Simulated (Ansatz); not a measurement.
**HfHCl (quintet): the correlation ladder, def2-TZVPP**

One table from this session's results is given with a row withheld; the runs are named, their logs left out.

Computed with Ansatz 0.2.0, Gaussian basis. Level: def2-TZVPP, core rule «outside noble gas», up to 9 orbitals frozen.

Plan: UHF; ROHF; CCSD(T) on UHF.

2 further runs of the same task are left out: 2 set aside as unsound or not needed.

## The system

The geometry is a PBE0/def2-TZVP stationary point (not a proven minimum) of the parent state, kept for this charge and spin. No spin-orbit coupling is included. Elements past krypton take def2 core potentials.

3 atoms, charge 0, spin multiplicity 5.

Atoms are counted from 1 here; the program's logs count them from 0.

Bond lengths: Hf1–Cl2 2.375 Å, Hf1–H3 1.924 Å. Angles: Cl2–Hf1–H3 180.0°.

Set-up of the first run:

Input file in.yaml:

```yaml
crystal:
  periodic: [false, false, false]
  atoms:
    - {symbol: Hf, position_ang: [0.000000, 0.000000, 0.150300]}
    - {symbol: Cl, position_ang: [0.000000, 0.000000, -2.224700]}
    - {symbol: H, position_ang: [0.000000, 0.000000, 2.074400]}
basis:
  gaussian: {orbitals: def2-TZVPP}
magnetization: {spin_polarized: true, initial_magnetization: 4}
hamiltonian: {xc: hf}
output: {orbitals: {seedname: orbitals}}
```

The run is started by

```sh
$ ansatz run in.yaml --threads 1 --pin off --events-out ev --progress --plain --max-ram 4096MiB --backend cpu
```

Steps of the session up to this table: UHF; ROHF; CCSD(T) on UHF.

One table of the session follows, with a row left open; its other results are not shown here.

It belongs to the step «Misses and costs». 

```
  method  from UCCSD(T) (meV)
    ROHF                    ?
     UHF              +7396.3
    UMP2               +933.4
   UCCSD               +318.5
UCCSD(T)                    0
```

Estimate the missing values for ROHF.

**Answer.** from UCCSD(T) (meV): +7503.3. In the column «from UCCSD(T) (meV)» it is the highest.
